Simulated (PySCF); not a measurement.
ClGeBr, in a box:

```xyz
3
Lattice="11.0000 0.0000 0.0000 0.0000 13.0000 0.0000 0.0000 0.0000 10.0000" Properties=species:S:1:pos:R:3 pbc="T T T"
Cl    6.1438    8.2509    5.4596
Ge    4.8761    6.6935    4.6084
Br    6.1499    4.7911    5.1006
```

Base run:

| Item | Value |
| --- | --- |
| Program | PySCF 2.14.0 |
| Functional | PBE50 |
| Potentials or basis | 6-31g* (all-electron) |
| k mesh | 1 × 1 × 1 |
| Occupations | fixed |
| Spin | no spin polarisation |

Its results: gap between the frontier levels 6.63 eV.

Task: The run is repeated on the same cell with these changes: functional from PBE50 to M06-2X. What comes out?

Result: Gap between the frontier levels 6.78 eV.

Caveats: this is a molecule in a periodic box at the Γ point, so its band gap is the HOMO-LUMO gap; relativity is left out, which matters for the heavier elements; the basis of atomic orbitals isn't converged, which shifts pressures, moduli and gaps.

